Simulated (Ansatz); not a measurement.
**Alloy of GaAs and AlAs (7 of 32 Ga sites exchanged), 64 atoms**

How does this alloy cell relax, and what gap do PBEsol, PBE, r²SCAN, HSE06 and HSE06 with spin–orbit coupling give?

All numbers are computed with Ansatz 0.2.0 (PAW, plane waves).

## 1. The starting cell

64 atoms (25 Ga, 7 Al, 32 As); a = 11.326 Å, b = 11.326 Å, c = 11.326 Å, α = 90.00°, β = 90.00°, γ = 90.00°. All atoms were shaken off their sites by about 0.02 Å along each axis.

Steps to follow: (2) PBEsol cell relaxation at the single k point (¼, ¼, ¼), on 1 × NVIDIA H100 80GB HBM3 with 11 threads of AMD EPYC 7R13; (3) PBE single point at the Γ point alone, on 1 × NVIDIA H100 80GB HBM3 with 11 threads of AMD EPYC 7R13; (4) r²SCAN single point at the Γ point alone, on 1 × NVIDIA H100 80GB HBM3 with 11 threads of AMD EPYC 7R13; (5) HSE06 single point at the Γ point alone, on 1 × NVIDIA H100 80GB HBM3 with 11 threads of AMD EPYC 7R13; (6) HSE06 with spin–orbit coupling single point at the Γ point alone, on 1 × NVIDIA H100 80GB HBM3 with 11 threads of AMD EPYC 7R13.

## 2. Relaxing cell and atoms with PBEsol

File in.yaml:

```yaml
crystal:
  lattice:
    - [11.326203, 0.000000, 0.000000]
    - [0.000000, 11.326203, 0.000000]
    - [0.000000, 0.000000, 11.326203]
  atoms:
    - { symbol: Ga, position: [0.001443, 0.999952, 0.999521] }
    - { symbol: Ga, position: [0.997220, 0.498774, 0.997931] }
    - { symbol: Ga, position: [0.001892, 0.500848, 0.503422] }
    - { symbol: Ga, position: [0.501879, 0.000188, 0.996439] }
    - { symbol: Ga, position: [0.498777, 0.500596, 0.502169] }
    - { symbol: Ga, position: [0.252019, 0.245411, 0.998193] }
    - { symbol: Ga, position: [0.249739, 0.247082, 0.498824] }
    - { symbol: Ga, position: [0.249491, 0.751678, 0.002869] }
    - { symbol: Ga, position: [0.748589, 0.249126, 0.502390] }
    - { symbol: Ga, position: [0.749984, 0.750780, 0.004566] }
    - { symbol: Ga, position: [0.750716, 0.748831, 0.499723] }
    - { symbol: Ga, position: [0.248163, 0.003644, 0.248011] }
    - { symbol: Ga, position: [0.250602, 0.996727, 0.750867] }
    - { symbol: Ga, position: [0.249677, 0.501043, 0.248187] }
    - { symbol: Ga, position: [0.250744, 0.500851, 0.751380] }
    - { symbol: Ga, position: [0.751170, 0.001959, 0.752154] }
    - { symbol: Ga, position: [0.749124, 0.505155, 0.249835] }
    - { symbol: Ga, position: [0.750082, 0.501228, 0.749591] }
    - { symbol: Ga, position: [0.998576, 0.249417, 0.247104] }
    - { symbol: Ga, position: [0.996365, 0.252007, 0.751961] }
    - { symbol: Ga, position: [0.001207, 0.748032, 0.252501] }
    - { symbol: Ga, position: [0.002675, 0.752747, 0.751306] }
    - { symbol: Ga, position: [0.497474, 0.252548, 0.249365] }
    - { symbol: Ga, position: [0.503872, 0.252419, 0.751909] }
    - { symbol: Ga, position: [0.503857, 0.749848, 0.248977] }
    - { symbol: Al, position: [0.999105, 0.997452, 0.499221] }
    - { symbol: Al, position: [0.501912, 0.001038, 0.503398] }
    - { symbol: Al, position: [0.500881, 0.501161, 0.999569] }
    - { symbol: Al, position: [0.250973, 0.750553, 0.500990] }
    - { symbol: Al, position: [0.750496, 0.251827, 0.003927] }
    - { symbol: Al, position: [0.751891, 0.002255, 0.251421] }
    - { symbol: Al, position: [0.499399, 0.750583, 0.750098] }
    - { symbol: As, position: [0.120878, 0.125551, 0.127282] }
    - { symbol: As, position: [0.125152, 0.125305, 0.624052] }
    - { symbol: As, position: [0.124257, 0.623875, 0.124917] }
    - { symbol: As, position: [0.128099, 0.624298, 0.623162] }
    - { symbol: As, position: [0.626489, 0.125203, 0.124505] }
    - { symbol: As, position: [0.624243, 0.126334, 0.628285] }
    - { symbol: As, position: [0.627348, 0.623870, 0.122498] }
    - { symbol: As, position: [0.627362, 0.628016, 0.619879] }
    - { symbol: As, position: [0.374958, 0.375289, 0.127475] }
    - { symbol: As, position: [0.376431, 0.377188, 0.625826] }
    - { symbol: As, position: [0.371676, 0.875400, 0.124233] }
    - { symbol: As, position: [0.377016, 0.873859, 0.621503] }
    - { symbol: As, position: [0.875315, 0.376218, 0.127739] }
    - { symbol: As, position: [0.875851, 0.375092, 0.626723] }
    - { symbol: As, position: [0.874985, 0.876440, 0.125909] }
    - { symbol: As, position: [0.875358, 0.877181, 0.621910] }
    - { symbol: As, position: [0.373915, 0.126939, 0.376509] }
    - { symbol: As, position: [0.375751, 0.123317, 0.876872] }
    - { symbol: As, position: [0.375024, 0.627298, 0.373080] }
    - { symbol: As, position: [0.374514, 0.625565, 0.872734] }
    - { symbol: As, position: [0.874348, 0.123891, 0.376156] }
    - { symbol: As, position: [0.875353, 0.126416, 0.876254] }
    - { symbol: As, position: [0.873988, 0.624024, 0.374789] }
    - { symbol: As, position: [0.874238, 0.619673, 0.876475] }
    - { symbol: As, position: [0.126369, 0.372759, 0.374473] }
    - { symbol: As, position: [0.125652, 0.371423, 0.876183] }
    - { symbol: As, position: [0.125219, 0.875227, 0.374726] }
    - { symbol: As, position: [0.125580, 0.873399, 0.874319] }
    - { symbol: As, position: [0.625555, 0.374469, 0.374549] }
    - { symbol: As, position: [0.624375, 0.373732, 0.874570] }
    - { symbol: As, position: [0.623792, 0.876681, 0.372760] }
    - { symbol: As, position: [0.624929, 0.876997, 0.873980] }
  symmetry: { detect: false }
kpoints:
  mp_grid: { grid: [1, 1, 1], shift: [0.25, 0.25, 0.25] }
hamiltonian:
  xc: pbesol
scf:
  occupations: { method: fermi_dirac, width: 0.01 }
relax:
  f_tol: 0.03
  max_steps: 80
  escape_saddle: false
  adjacent_minimum: "off"
  cell: { fix: [shape] }
output:
  forces: true
  eigenvalues: true
  populations: true
```

Run with:

```bash
ansatz run in.yaml --threads 11 --pin off --max-ram 102600MiB --runs-dir r --events-out ev --progress --plain --backend cuda --devices 0, --max-vram 75GiB
```

The runs that follow: PBE on the final geometry; r²SCAN on the same atoms; HSE06 single point; Single point with HSE06 with spin–orbit coupling.

Q: Predict the outcome of this session. Wanted: for each run, top filled to lowest empty.

**Answer**, as computed:

| level | time | k points | top filled to lowest empty (eV) |
| --- | --- | --- | --- |
| PBEsol, relaxation | 5.9 s (GPU) | (¼, ¼, ¼) | 1.45 |
| PBE | 3 s (GPU) | Γ | 0.78 |
| r²SCAN | 5.3 s (GPU) | Γ | 1.28 |
| HSE06 | 29 s (GPU) | Γ | 1.72 |
| HSE06 with spin–orbit coupling | 5.7 min (GPU) | Γ | 1.61 |

| quantity | value |
| --- | --- |
| relaxation | 4 recorded steps, 0.46 eV gained |
| largest shift | 0.07 Å (As40 and others alike) |
| relaxed cell | a = 11.323 Å, b = 11.323 Å, c = 11.323 Å, α = 90.00°, β = 90.00°, γ = 90.00° |
| mean bonds | Al–As 2.454, As–Ga 2.451 Å |

**Reading.** The relaxation lowers the energy by 0.46 eV; the largest shift is 0.07 Å (As40 and others alike), while the volume changes by -0.1 %. The mean lengths differ by only 0.00 Å, over all coordinations together. At the same k points, PBE gives a spacing 0.95 eV smaller and r²SCAN gives a spacing 0.44 eV smaller than the 1.72 eV of HSE06. The relaxation ran on other k points, so part of any difference from the later rows can come from the mesh. Spin–orbit coupling changes the HSE06 spacing by -0.11 eV. The HSE06 single point took about 9.6 times as long as the PBE one on the same kind of device. With one k point the spacing samples only the states that fold onto it, so it can exceed the gap over the zone.
